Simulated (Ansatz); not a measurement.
## CH2ClIOSi, SMILES Cl[Si]1(I)CO1: harmonic frequencies at the relaxed geometry, step by step

Computed with the Python package of Ansatz (0.2.0).

At the Python prompt:
```pycon
>>> import itertools
>>> import ansatz as az
>>> from ase import Atoms
>>> from ase.data import atomic_numbers, covalent_radii
>>> from ase.thermochemistry import IdealGasThermo
>>> import numpy as np
>>> atoms = Atoms(["Cl", "Si", "I", "C", "O", "H", "H"], positions=[
...     [-1.7126, -1.7516, -0.5578],
...     [-0.1463, -0.7509, 0.1686],
...     [1.6932, -2.0606, 0.8723],
...     [0.0448, 1.0752, 0.0199],
...     [0.3721, 0.2283, -1.0775],
...     [-0.9576, 1.6267, -0.0705],
...     [0.7676, 1.5648, 0.5992],
... ])
>>> ch2cliosi = az.Crystal.molecule_from_ase(atoms)
>>> job = ch2cliosi.calculation()
>>> job = job.basis(gaussian="def2-SVP").functional("b3lyp", dispersion="d3bj")
>>> symbols = [site.symbol for site in ch2cliosi.cartesian_sites]
>>> start = np.array([site.position_ang for site in ch2cliosi.cartesian_sites], dtype=float)
>>> report = job.relax(force_tolerance=0.003, max_steps=100).run(threads=1, backend="cpu").report

>>> end = np.array(report["positions_ang"])
>>> # pairs closer than 1.2 times the sum of covalent radii, before or after
>>> radius = [covalent_radii[atomic_numbers[s]] for s in symbols]
>>> span = lambda where, i, j: np.linalg.norm(where[i] - where[j])
>>> bonded = [(i, j) for i, j in itertools.combinations(range(len(symbols)), 2) if min(span(start, i, j), span(end, i, j)) < 1.2 * (radius[i] + radius[j])]
>>> print("pair        before    after (A)")
pair        before    after (A)
>>> for i, j in bonded:
...     print(f"{symbols[i]}{i}-{symbols[j]}{j}".ljust(10), f"{span(start, i, j):8.4f} {span(end, i, j):8.4f}")
...
Cl0-Si1      1.9956   2.0507
Si1-I2       2.3652   2.4279
Si1-C3       1.8421   1.8125
Si1-O4       1.6674   1.6648
C3-O4        1.4243   1.5042
C3-H5        1.1477   1.0983
C3-H6        1.0477   1.0982
>>> for first, second in list(itertools.combinations(bonded, 2)):
...     shared = set(first) & set(second)
...     if shared and symbols[(j := shared.pop())] != "H":
...         i, k = sorted((set(first) | set(second)) - {j})
...         u, v = end[i] - end[j], end[k] - end[j]
...         angle = np.degrees(np.arccos(np.clip(u @ v / np.linalg.norm(u) / np.linalg.norm(v), -1, 1)))
...         print(f"final angle {symbols[i]}{i}-{symbols[j]}{j}-{symbols[k]}{k}: {angle:.2f} deg")
...
final angle Cl0-Si1-I2: 111.14 deg
final angle Cl0-Si1-C3: 122.66 deg
final angle Cl0-Si1-O4: 116.91 deg
final angle I2-Si1-C3: 123.51 deg
final angle I2-Si1-O4: 117.57 deg
final angle C3-Si1-O4: 51.05 deg
final angle Si1-C3-O4: 59.39 deg
final angle Si1-C3-H5: 121.84 deg
final angle Si1-C3-H6: 121.97 deg
final angle Si1-O4-C3: 69.56 deg
final angle O4-C3-H5: 112.83 deg
final angle O4-C3-H6: 113.02 deg
final angle H5-C3-H6: 113.71 deg
>>> # frequencies need a stationary point, so they are taken at the relaxed geometry
>>> minimum = az.Crystal.molecule()
>>> for symbol, place in zip(symbols, end):
...     minimum = minimum.atom(symbol, place.tolist())
...
>>> vibrating = minimum.calculation()
>>> vibrating = vibrating.basis(gaussian="def2-SVP")
>>> vibrating = vibrating.functional("b3lyp", dispersion="d3bj")
>>> vibrating = vibrating.phonons(temperatures=(200, 600, 100))
>>> vib = vibrating.run(threads=1, backend="cpu").report["vibrations"]
>>> sums = vib["harmonic_sums"]
>>> modes = [m["omega_inv_cm"] for m in sums["modes_at_gamma"] if m["rigid_motion"] == "no"]
>>> print("frequencies (1/cm):", " ".join(f"{w:.0f}" for w in modes))
frequencies (1/cm): 132 165 184 221 320 539 688 751 762 1021 1084 1124 1441 3081 3174
>>> print("imaginary modes:", sum(w < 0 for w in modes), " zero-point energy:", round(sums["zero_point_energy_ev"], 4), "eV")
imaginary modes: 0  zero-point energy: 0.9104 eV
>>> # rigid rotor and ideal gas, symmetry number taken as one
>>> gas = IdealGasThermo(vib_energies=[w / 8065.544 for w in modes if w > 0], geometry="linear" if len(modes) == 3 * len(symbols) - 5 else "nonlinear",
...                      atoms=Atoms(symbols, positions=end), symmetrynumber=1, spin=0.0)
>>> print(f"H(298 K) - E = {gas.get_enthalpy(298.15, verbose=False):.4f} eV")
H(298 K) - E = 1.1055 eV
>>> print(f"S(298 K, 1 bar) = {96485.33 * gas.get_entropy(298.15, 1e5, verbose=False):.1f} J/(mol K) with symmetry number 1")
S(298 K, 1 bar) = 352.2 J/(mol K) with symmetry number 1
```

What to keep in mind:
- These settings explore the input space; basis and method may be short of convergence.
- The frequencies are harmonic and unscaled, in a modest basis. The result belongs to the one conformer reached from this start, and soft torsions count as harmonic oscillators.
- def2 sets replace the cores of elements past krypton by effective core potentials.
- b3lyp holds the VWN-RPA fit, as in Gaussian; the form of ORCA and Turbomole is b3lyp5.
- The entropy takes a symmetry number of 1; a symmetric molecule's is lower by R ln(sigma).
- The whole script took 3.3 min on 1 thread of Arm Neoverse V2, with other jobs on the host, peak memory 0.37 GiB.

(Lines on the test bed's own set-up are left out of the output.)
